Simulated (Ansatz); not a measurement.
# Hf3N2: the cost of one run

Program: Ansatz 0.2.0. Level of theory: DFT PBEsol, scalar-relativistic, plane waves, PAW. These are calculated values, not measurements.

## 1. The starting structure

The structure is trigonal, space group R-3m (No. 166). The conventional cell has a = 3.193 Å, b = 3.193 Å, c = 23.125 Å, α = 90.00°, β = 90.00°, γ = 120.00°. Hf (site symmetry 3m) is surrounded by 3 N at 2.26 Å. Hf (site symmetry -3m) has 6 N at 2.25 Å as nearest neighbours. N (site symmetry 3m) has 6 Hf at 2.25 to 2.26 Å as nearest neighbours.

Structure file:

```xyz
5
Lattice="1.5967 0.9218 7.7082 -1.5967 0.9218 7.7082 0.0000 -1.8437 7.7082" Properties=species:S:1:pos:R:3 pbc="T T T"
Hf    0.0000    0.0000   18.0135
Hf    0.0000    0.0000    5.1111
Hf    0.0000    0.0000    0.0000
N     0.0000    0.0000   14.1321
N     0.0000    0.0000    8.9924
```

It goes back to an entry of the Materials Project, which need not be the stable form.

This cell was relaxed beforehand with the same method: volume 13.61 Å³/atom, gap on the mesh none (metal).

## 2. The cell scaled to 0.97 of its volume

The input, input.yaml:

```yaml
crystal:
  lattice:
    - [1.5805455163, 0.9125283793, 7.630322735]
    - [-1.5805455163, 0.9125283793, 7.630322735]
    - [0.0, -1.8250567586, 7.630322735]
  atoms:
    - { symbol: Hf, position: [0.7789751363, 0.7789751363, 0.7789751363] }
    - { symbol: Hf, position: [0.2210248637, 0.2210248637, 0.2210248637] }
    - { symbol: Hf, position: [0.0, 0.0, 0.0] }
    - { symbol: "N", position: [0.6111305274, 0.6111305274, 0.6111305274] }
    - { symbol: "N", position: [0.3888694726, 0.3888694726, 0.3888694726] }
basis:
  ecutwfc: 420
kpoints:
  mp_grid: { grid: [12, 12, 12] }
hamiltonian:
  xc: pbesol
scf:
  occupations: { method: gaussian, width: 0.1 }
output:
  forces: true
  stress: true
  eigenvalues: true
  write_density: true
  write_potential: true
  elf: true
  volumetric_format: npy
relax:
  adjacent_minimum: "off"
  f_tol: 0.01
  max_steps: 30
  cell: { stress_tol: 0.1, fix: [volume] }
```

Run with:

```bash
ansatz run input.yaml --threads 1 --pin off --max-ram 2560MiB --backend cpu --events-out ev --progress --plain --runs-dir out
```

Q: Estimate wall time and peak memory on 1 thread of INTEL XEON PLATINUM 8581C at 2.30GHz (Emerald Rapids), shared host.

About 2.1 min, with a peak of 0.78 GiB.
